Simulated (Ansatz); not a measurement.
## Tl2Br2 in a box, plane waves

Ansatz 0.2.0, DFT PBE, spin-orbit coupling, plane waves, PAW, molecule in a box. The geometry was relaxed with Gaussian bases (PBE; Tl def2-SVP with ECP60, Br def2-SVP).

```yaml
crystal:
  lattice:
    - [13.13, 0.0, 0.0]
    - [0.0, 9.0, 0.0]
    - [0.0, 0.0, 13.22]
  atoms:
    - { symbol: Tl, position: [0.49983778, 0.5, 0.65973222] }
    - { symbol: Tl, position: [0.49983778, 0.5, 0.34039334] }
    - { symbol: Br, position: [0.65694897, 0.5, 0.50006278] }
    - { symbol: Br, position: [0.34272658, 0.5, 0.50006278] }
basis:
  ecutwfc: 420
  ecutrho_ratio: 4
kpoints:
  mp_grid: { grid: [1, 1, 1] }
hamiltonian:
  xc: pbe
scf:
  occupations: { method: gaussian, width: 0.01 }
output:
  forces: true
  eigenvalues: true
  populations: true
  write_density: true
  write_potential: true
  elf: true
  volumetric_format: npy
magnetization:
  noncollinear: true
  spin_orbit: true
```

Command:
```sh
ansatz run input.yaml --threads 2 --pin off --max-ram 5120MiB --backend cpu --events-out ev --progress --plain --runs-dir out
```
It took 12 s on 2 threads of AMD EPYC 7B13 (Zen 3) (shared host), peak memory 1.9 GiB.

Problem. How does the SCF go?

Solution. 
```
SCF iter   1: F=—  HF=-28530.364022 eV  |F-HF|=—  |Δ(HF+E_count)|=         —  Δρ=7.20e-3
preconditioner: auto → Resta (q_TF=auto, 1.481 Å⁻¹)  ε∞=1.3  [insulator: Δε(μ)=4.332 eV  Ē_g=10.150 eV  σ=0.010 eV  W_gap=1.00  n_
spin=Noncollinear: Resta preconditioning applied to the charge; magnetization (m_x, m_y, m_z) channels mix plain (no charge-respon
SCF iter   2: F=—  HF=-28529.420890 eV  |F-HF|=—  |Δ(HF+E_count)|=   9.43e-1  Δρ=3.32e-3
SCF iter   3: F=—  HF=-28529.275551 eV  |F-HF|=—  |Δ(HF+E_count)|=   1.45e-1  Δρ=1.83e-3
...
SCF iter   5: F=—  HF=-28529.268598 eV  |F-HF|=—  |Δ(HF+E_count)|=   7.92e-4  Δρ=8.24e-5
SCF iter   6: F=—  HF=-28529.268595 eV  |F-HF|=—  |Δ(HF+E_count)|=   2.35e-6  Δρ=3.24e-5
SCF iter   7: F=—  HF=-28529.268634 eV  |F-HF|=—  |Δ(HF+E_count)|=   3.87e-5  Δρ=8.30e-6
SCF iter   8: F=—  HF=-28529.268633 eV  |F-HF|=—  |Δ(HF+E_count)|=   7.32e-7  Δρ=2.37e-6
SCF iter   9: F=-28529.268633 eV  HF=-28529.268633 eV  |F-HF|=1.86e-9  |Δ(HF+E_count)|=   6.99e-8  Δρ=3.47e-7
```

Problem. Which levels lie next to the highest filled one (eV, counted from it)?

Solution. Filled: -0.82, -0.82, -0.68, -0.68, -0.52, -0.52, -0.37, -0.37, 0.00, 0.00. Empty: 3.35, 3.35, 3.41, 3.41, 4.25, 4.25, 4.59, 4.59.

Problem. What forces are left at this geometry, relaxed with Gaussian bases (eV/Å)?

Solution. 
```
Tl   0.00  0.00 -0.17
Tl   0.00  0.00  0.17
Br  -0.13  0.00  0.00
Br   0.13  0.00  0.00
```

The highest of the empty levels listed lie near the vacuum level and may be states of the box.
